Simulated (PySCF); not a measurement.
# Cl2GaH2N: the cost of one run

Computed with PySCF 2.14.0; each step states its level. No surroundings beyond the atoms listed, unless a continuum is named. Atoms count from 0, parts from 1.

## (1) The system as given

Each species was relaxed by itself at PBE0-D3(BJ)/def2-SVPD.

## (2) Reaction energy: wB97M-D3(BJ)/def2-TZVPD

The job: settings as JSON, then the geometry in Å.

```
{"job": {"kind": "react", "xc": "wB97M-D3(BJ)", "basis": "def2-TZVPD"}, "charge": 0, "multiplicity": 1}
-1 Cl2GaH2N charge 0 multiplicity 1
N     -0.395620     0.629000    -0.778390
Ga     0.268460    -0.420160     0.511340
Cl     1.914630     0.230050     1.713280
Cl    -0.556980    -2.359570     0.880690
H     -1.182720     0.364680    -1.353330
H     -0.046820     1.556240    -0.973920

-1 H2S charge 0 multiplicity 1
S     -0.009470     0.615490     0.002390
H     -0.980070    -0.322780     0.001950
H      0.969660    -0.313830    -0.007570

+1 Cl2GaHS charge 0 multiplicity 1
S      0.937760    -1.265360    -0.776080
Ga    -0.037460     0.519730     0.013290
Cl    -1.610800     0.374270     1.459560
Cl     0.560030     2.460200    -0.651320
H      0.150810    -2.088790    -0.044690

+1 H3N charge 0 multiplicity 1
N      0.001960     0.002860     0.284440
H      0.931210    -0.174220    -0.085690
H     -0.610820    -0.715500    -0.090180
H     -0.308530     0.890550    -0.099580
```

Level: wB97M-D3(BJ)/def2-TZVPD reaction energy of separated species, gas phase.

Launch:

```sh
OMP_NUM_THREADS=1 python cluster_run.py task.json out
```

The driver reads the jobs from task.json and runs them one after another.

Q: Estimate the wall time and peak memory of this first job on 1 thread of Arm Neoverse V2, shared host.

About 31 s, with a peak of 0.73 GiB.
